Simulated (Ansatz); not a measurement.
NiMoIrPdW:

```
Ni Mo Pd Ir W
1.0
     2.76609    0.00000    0.00000
    -1.38305    2.39551    0.00000
     0.00000    0.00000   11.02278
Ni Mo Pd Ir W
1 1 1 1 1
Direct
  0.33333 0.66667 0.59711
  0.00000 0.00000 0.41074
  0.66667 0.33333 0.79520
  0.66667 0.33333 0.19961
  0.33333 0.66667 0.99734
```

The cell was built by a generator and needn't be a form met in nature.

* Program: Ansatz 0.2.0
* Task: relaxation of cell and atoms
* Functional: PBEsol
* Dispersion: D3(BJ)
* Potentials or basis: Ansatz PAW
* Cutoff: 420 eV (not typed: the program's choice for these potentials)
* k mesh: 8 × 8 × 2
* Occupations: fermi-dirac, width 0.05 eV
* Spin: collinear spin, ferromagnetic start
* Starting moments: [1.0, 1.0, 0.0, 0.6, 0.0] μB

At the start: volume 14.61 Å³/atom.

Q: How do energy, volume and symmetry change on relaxing?

A: It ends after 6 steps and the volume is 13.74 Å³/atom (-5.9 %); space group P3m1 (No. 156, to 0.05 Å); moment 0.00 μB per cell.

Step by step:
```csv
step,energy change (eV),largest force (eV/Å),volume (Å³)
1,0.0000,0.1501,73.04
2,-0.2085,0.0644,69.45
3,-0.2160,0.0307,68.62
4,-0.2161,0.0114,68.71
5,-0.2161,0.0025,68.71
6,-0.2145,0.0024,68.71
```

Final structure:
```
CELL_PARAMETERS angstrom
2.71012 0.00000 0.00000
-1.35506 2.34703 0.00000
0.00000 0.00000 10.80243
ATOMIC_POSITIONS crystal
Ni 0.33333 0.66667 0.59816
Mo 0.00000 0.00000 0.41197
Pd 0.66667 0.33333 0.79317
Ir 0.66667 0.33333 0.20069
W 0.33333 0.66667 0.99601
```

Caveat: the plane-wave basis is chosen anew once the cell has moved, so the energies of steps on either side of that aren't comparable; pairwise dispersion overbinds metals, which lowers pressure and volume; the PAW data sets come from PBE, with cores solved anew for the run's functional, which leaves a small shift of forces and pressure; the starting moments weren't kept.
